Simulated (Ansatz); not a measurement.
# C2H9AlO2: the cost of one run

Program: Ansatz 0.2.0. Level of theory: UKS PBE-D4/STO-3G. These are calculated values, not measurements.

## 1. Starting point

Bond lengths: Al1–C3 1.986 Å, Al1–O4 1.639 Å, Al1–O6 2.177 Å, O6–C7 1.389 Å, C3–H8 1.093 Å, C3–H9 1.091 Å, C3–H10 1.091 Å, O4–H11 0.945 Å, C7–H12 1.093 Å, C7–H13 1.097 Å, C7–H14 1.097 Å. Angles (14 of 17 angles, heavy atoms first): C3–Al1–O4 128.9°, C3–Al1–O6 113.4°, O4–Al1–O6 111.7°, Al1–O6–C7 160.0°, Al1–C3–H8 112.1°, Al1–C3–H9 112.8°, Al1–C3–H10 110.5°, Al1–O4–H11 177.7°, O6–C7–H12 110.1°, O6–C7–H13 110.5°, O6–C7–H14 110.5°, H8–C3–H9 107.1°, H8–C3–H10 106.5°, H9–C3–H10 107.5°.

Structure file:

```xyz
14

Al   -0.9426   -0.5364   -0.2309
H     0.0638   -0.3726   -1.9547
C    -0.4499   -2.1037    0.8849
O    -2.4282    0.0865   -0.5321
H     0.4534    0.3249   -1.3811
O     0.6030    0.9951   -0.2982
C     1.5512    1.9119    0.1367
H    -0.1642   -1.8125    1.8985
H    -1.2595   -2.8290    0.9760
H     0.4095   -2.6231    0.4574
H    -3.2688    0.4706   -0.7303
H     1.4668    2.0562    1.2171
H     1.4029    2.8802   -0.3571
H     2.5628    1.5520   -0.0860
```

## 2. Run 1

150 steps of 0.5 fs at constant energy, with velocities drawn for 1000 K.

input.yaml

```yaml
crystal:
  periodic: [false, false, false]
  atoms:
    - { symbol: Al, position_ang: [-0.9426, -0.5364, -0.2309] }
    - { symbol: H, position_ang: [0.0638, -0.3726, -1.9547] }
    - { symbol: C, position_ang: [-0.4499, -2.1037, 0.8849] }
    - { symbol: O, position_ang: [-2.4282, 0.0865, -0.5321] }
    - { symbol: H, position_ang: [0.4534, 0.3249, -1.3811] }
    - { symbol: O, position_ang: [0.603, 0.9951, -0.2982] }
    - { symbol: C, position_ang: [1.5512, 1.9119, 0.1367] }
    - { symbol: H, position_ang: [-0.1642, -1.8125, 1.8985] }
    - { symbol: H, position_ang: [-1.2595, -2.829, 0.976] }
    - { symbol: H, position_ang: [0.4095, -2.6231, 0.4574] }
    - { symbol: H, position_ang: [-3.2688, 0.4706, -0.7303] }
    - { symbol: H, position_ang: [1.4668, 2.0562, 1.2171] }
    - { symbol: H, position_ang: [1.4029, 2.8802, -0.3571] }
    - { symbol: H, position_ang: [2.5628, 1.552, -0.086] }
magnetization:
  spin_polarized: true
basis:
  gaussian: { orbitals: STO-3G }
hamiltonian:
  xc: pbe
  dispersion: d4
md:
  timestep: 0.5
  n_steps: 150
  ensemble: nve
  temperature: 1000.0
  initial_velocities: maxwell_boltzmann
  seed: 534925
```

On the command line:

```
$ ansatz run input.yaml --threads 1 --pin off --max-ram 2048MiB --backend cpu --events-out ev --progress --plain --runs-dir out
```

**Question.** How long does this run take on 1 thread of Intel Xeon 6975P-C (Granite Rapids), shared host, and how much memory does it need?

About 5.5 min, with a peak of 0.14 GiB.
